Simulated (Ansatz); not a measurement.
# Si3BH9: a ladder of functionals and wavefunction methods

One table from this session's results is given with a row withheld; the runs are named, their logs left out.

Program: Ansatz 0.2.0, Gaussian basis. Level of theory: functionals in def2-TZVPP, the program's frozen cores in correlated methods. These are calculated values, not measurements.

Plan: LDA (SPW92), PBE-D4, revPBE-D4, BLYP-D4, r2SCAN-D4, B97M-V, PBE0-D4, B3LYP-D4, r2SCANh-D4, r2SCAN0-D4, HSE06-D4, BHLYP-D4, CAM-B3LYP-D4, LC-ωPBE, ωB97X-V, ωB97M-V, B2PLYP, PBE-QIDH; CCSD(T)/def2-SVP; CCSD(T)/def2-TZVPP; MP2/def2-QZVPP; extrapolation to the limit; RPA on PBE.

### The geometry

The geometry comes from an earlier relaxation with PBE0-D4 in a triple-zeta def2 set; it is a stationary point, not always the lowest conformer.

SMILES `B[SiH]([SiH3])[SiH3]`, 13 atoms, charge 0, spin multiplicity 1.

Atoms are counted from 1 here; the program's logs count them from 0.

Bond lengths: B1–Si2 1.989 Å, B1–H5 1.197 Å, B1–H6 1.195 Å, Si2–Si3 2.345 Å, Si2–Si4 2.345 Å, Si2–H7 1.491 Å, Si3–H8 1.487 Å, Si3–H9 1.488 Å, Si3–H10 1.488 Å, Si4–H11 1.488 Å, Si4–H12 1.488 Å, Si4–H13 1.487 Å. Angles: Si2–B1–H5 118.6°, Si2–B1–H6 123.3°, H5–B1–H6 118.1°, B1–Si2–Si3 108.5°, B1–Si2–Si4 108.4°, B1–Si2–H7 115.8°, Si3–Si2–Si4 104.6°, Si3–Si2–H7 109.5°, Si4–Si2–H7 109.5°, Si2–Si3–H8 109.1°, Si2–Si3–H9 111.6°, Si2–Si3–H10 110.1°, H8–Si3–H9 108.7°, H8–Si3–H10 108.9°, H9–Si3–H10 108.5°, Si2–Si4–H11 111.6°, Si2–Si4–H12 110.0°, Si2–Si4–H13 109.1° and more.

Set-up of the first run:

File in.yaml:

```yaml
crystal:
  periodic: [false, false, false]
  atoms:
    - {symbol: B, position_ang: [-0.295504, 1.876568, -1.032699]}
    - {symbol: Si, position_ang: [0.433114, 0.065839, -0.650436]}
    - {symbol: Si, position_ang: [1.388364, 0.083356, 1.491183]}
    - {symbol: Si, position_ang: [-1.361318, -1.435039, -0.485128]}
    - {symbol: H, position_ang: [-1.095611, 2.344089, -0.275724]}
    - {symbol: H, position_ang: [0.024920, 2.525626, -1.983316]}
    - {symbol: H, position_ang: [1.426614, -0.453675, -1.633842]}
    - {symbol: H, position_ang: [0.356174, 0.493674, 2.480488]}
    - {symbol: H, position_ang: [2.531024, 1.032647, 1.573620]}
    - {symbol: H, position_ang: [1.878011, -1.276811, 1.843251]}
    - {symbol: H, position_ang: [-2.122168, -1.522356, -1.760760]}
    - {symbol: H, position_ang: [-0.860249, -2.792914, -0.140186]}
    - {symbol: H, position_ang: [-2.282871, -0.975605, 0.588249]}
basis:
  gaussian: {orbitals: def2-TZVPP}
hamiltonian: {xc: lda}
output: {orbitals: {seedname: orbitals}}
```

Run with:

```console
> ansatz run in.yaml --threads 4 --pin off --events-out ev --progress --plain --max-ram 10444MiB
```

Steps of the session up to this table: LDA; PBE-D4 (GGA); revPBE-D4 (GGA); BLYP-D4 (GGA); r2SCAN-D4 (meta-GGA); B97M-V (meta-GGA); B3LYP-D4 (hybrid); r2SCANh-D4 (hybrid); r2SCAN0-D4 (hybrid); HSE06-D4 (hybrid); BHLYP-D4 (hybrid); CAM-B3LYP-D4 (range-separated); LC-ωPBE (range-separated); ωB97X-V (range-separated); ωB97M-V (range-separated); B2PLYP (double hybrid); PBE-QIDH (double hybrid).

One table of the session follows, with a row left open; its other results are not shown here.

It belongs to the step «Frontier levels by functional». 

```
  functional  HOMO (eV)  LUMO (eV)  gap (eV)
 LDA (SPW92)      -6.96      -3.70      3.26
      PBE-D4      -6.89      -3.45      3.44
   revPBE-D4      -6.86      -3.34      3.52
     BLYP-D4      -6.76      -3.27      3.49
   r2SCAN-D4      -7.14      -3.16      3.98
      B97M-V      -7.28      -3.33      3.96
     PBE0-D4      -8.01      -2.53      5.48
    B3LYP-D4      -7.82      -2.71      5.11
  r2SCANh-D4      -7.55      -2.84      4.71
  r2SCAN0-D4          ?          ?         ?
    HSE06-D4      -7.61      -2.91      4.71
    BHLYP-D4      -8.93      -1.50      7.43
CAM-B3LYP-D4      -9.24      -1.44      7.80
     LC-ωPBE     -10.51      -0.31     10.20
     ωB97X-V     -10.20      -0.41      9.79
     ωB97M-V      -9.98      -0.66      9.32
```

Estimate the missing values for r2SCAN0-D4.

Worked estimate for «HOMO (eV)». Against the share of exact exchange, r2SCAN-D4 (0, -7.14), r2SCANh-D4 (0.1, -7.55) give a slope of -4.10 per unit share; at 0.25 the line stands at -8.16.

**Answer.** HOMO (eV): -8.16; LUMO (eV): -2.37; gap (eV): 5.79. In «HOMO (eV)» the line misses by 0.00.
